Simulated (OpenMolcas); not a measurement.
**Pd⁵⁺ among point charges: CASSCF and CASPT2 levels and susceptibility**

How does a field of 6 point charges split the states of Pd⁵⁺, and what χT follows?

Program: OpenMolcas 26.06. Level of theory: state-averaged CASSCF and CASPT2, spin-orbit coupling by RASSI with atomic mean-field integrals. These are calculated values, not measurements, unless marked.

## (1) The system

* Species: Pd⁵⁺ (palladium, Z = 46, 41 electrons)
* Basis: ANO-RCC-VDZP [6s5p3d1f], 43 functions
* Scalar Hamiltonian: DKH2, point nucleus
* Inactive shells: 1s 2s 2p 3s 3p 3d 4s 4p
* Active space: 5 electrons in 5 orbitals (4d)
* Some configurations of this space: 4d5
* Orbitals: optimised for each spin and parity, averaged over all roots

The outer shells:

4d5
```
4d [↑ ][↑ ][↑ ][↑ ][↑ ]
```

The ion sits among 6 point charges of -1 e arranged as a trigonal antiprism (D3d), 1.93 Å from the ion, with a polar angle of 56.4° against the regular 54.74°.

The work runs as a chain of OpenMolcas steps in one folder; each step below is one input file. Labels, J, g values, rates, χT and fits are worked out afterwards by a script from the matrices that RASSI stores. The input lists half of the charges; inversion (Group=XYZ) makes the rest.

## (2) One- and two-electron integrals

File a.inp:

```
&GATEWAY
Coord
1

Pd 0.0 0.0 0.0
Basis=ANO-RCC-VDZP
Group=XYZ
NoMove
AngMom=0.0 0.0 0.0
AMFI
XField
3 Angstrom 0
0.000000 1.607122 1.068672 -1.000000
1.391808 -0.803561 1.068672 -1.000000
1.391808 0.803561 -1.068672 -1.000000
&SEWARD
```

The run is started by

```console
OMP_NUM_THREADS=1 MOLCAS_MEM=1689 MOLCAS_PROJECT=a pymolcas a.inp > a.log
```

## (3) Reference wave functions, sextets of even parity, 1 root

File a.inp:

```
&RASSCF
FileOrb=start.orb
Symmetry=1
Spin=6
nActEl=5 0 0
Inactive=9 9
Ras2=5 0
CIRoot=1 1 1
SDav=1
CIMx=300
Iter=120 100
PrWF=0.3
OrbListing=Nothing
MaxOrb=0
>>> COPY $Project.JobIph JOB001
```

start.orb holds the contracted functions of the basis, ordered by shell, or the orbitals of the step before.

## (4) CASSCF: quartets of even parity, 24 roots

File a.inp:

```
&RASSCF
FileOrb=start.orb
Symmetry=1
Spin=4
nActEl=5 0 0
Inactive=9 9
Ras2=5 0
CIRoot=24 24 1
SDav=24
CIMx=300
Iter=120 100
PrWF=0.3
OrbListing=Nothing
MaxOrb=0
>>> COPY $Project.JobIph JOB002
```

## (5) Reference wave functions, doublets of even parity, 75 roots

File a.inp:

```
&RASSCF
FileOrb=start.orb
Symmetry=1
Spin=2
nActEl=5 0 0
Inactive=9 9
Ras2=5 0
CIRoot=75 75 1
SDav=75
CIMx=300
Iter=120 100
PrWF=0.3
OrbListing=Nothing
MaxOrb=0
>>> COPY $Project.JobIph JOB003
```

## (6) State interaction with spin-orbit coupling

File a.inp:

```
&RASSI
NrOfJobIphs=3 1 24 75
1
1 2 3 4 5 6 7 8 9 10 11 12 13 14 15 16 17 18 19 20 21 22 23 24
1 2 3 4 5 6 7 8 9 10 11 12 13 14 15 16 17 18 19 20 21 22 23 24 25 26 27
28 29 30 31 32 33 34 35 36 37 38 39 40 41 42 43 44 45 46 47 48 49 50 51
52 53 54 55 56 57 58 59 60 61 62 63 64 65 66 67 68 69 70 71 72 73 74 75
IphNames
JOB001
JOB002
JOB003
EJob
SpinOrbit
DIPRint=1.0
SOCoupling=1000.0
Subsets=2
Property=9
'ANGMOM' 1 'ANGMOM' 2 'ANGMOM' 3 'MLTPL  1' 1 'MLTPL  1' 2 'MLTPL  1' 3
'AMFI' 1 'AMFI' 2 'AMFI' 3
SOProperty=3
'ANGMOM' 1 'ANGMOM' 2 'ANGMOM' 3
```

## (7) CASPT2: IPEA 0.25, imaginary shift 0.1 (closed shells correlated: 4s 4p)

File a.inp:

```
>>> COPY JOB001 $Project.JobIph
&CASPT2
Multistate=1 1
Frozen=8 6
IPEA=0.25
Imaginary=0.1
MaxIter=60
WThr=0.0 0.3 0.05
PrWF=0.5
NoMix
>>> COPY JOB002 $Project.JobIph
&CASPT2
Multistate=24 1 2 3 4 5 6 7 8 9 10 11 12 13 14 15 16 17 18 19 20 21 22
23 24
NoMult
Frozen=8 6
IPEA=0.25
Imaginary=0.1
MaxIter=60
WThr=0.0 0.3 0.05
PrWF=0.5
NoMix
>>> COPY JOB003 $Project.JobIph
&CASPT2
Multistate=75 1 2 3 4 5 6 7 8 9 10 11 12 13 14 15 16 17 18 19 20 21 22
23 24 25 26 27 28 29 30 31 32 33 34 35 36 37 38 39 40 41 42 43 44 45 46
47 48 49 50 51 52 53 54 55 56 57 58 59 60 61 62 63 64 65 66 67 68 69 70
71 72 73 74 75
NoMult
Frozen=8 6
IPEA=0.25
Imaginary=0.1
MaxIter=60
WThr=0.0 0.3 0.05
PrWF=0.5
NoMix
```

(Steps that only read results are left out.)

**Question.** What will these runs give? Wanted: spin-free ground state; lowest level; next level.

**Answer**, as computed:

```
                 quantity                                                                        value
                   method  SS-CASPT2, IPEA 0.25, imaginary shift 0.1 (closed shells correlated: 4s 4p)
   spin-free ground state                                              6A1, 1-fold in its orbital part
             lowest level                                            2-fold E1/2, g = 1.93, 5.96, 5.96
               next level                                                                     0.7 cm⁻¹
              χT at 300 K                                                               4.36 cm³ K/mol
effective moment at 300 K                                                                      5.90 μB
```

Cost by method:

```tsv
method	time of its own steps	time with the reference
A. CASSCF	37 s	37 s
B. SS-CASPT2, IPEA 0.25, imaginary shift 0.1, +4s 4p	9.8 s	47 s
```

Times are of one thread on a shared host.

What this shows: The spin-free ground state (6A1) comes to 100 % from free-ion S terms and keeps the highest spin of the shell. χT at 300 K is 4.36, against 4.39 cm³ K/mol for the spin alone, as a half-filled shell (L = 0) has no orbital moment. An active space of the d shell alone favours high spin; real ions in strong fields can be low spin. CASPT2 does not keep the components of a term degenerate, and the means are used. The field of point charges can differ much from that of real complexes. With metal d orbitals alone active, the gaps between spin states are rough; where two lie within a few thousand cm-1, their order is open. Point charges carry no covalency, so the field is a model and not that of real ligands.
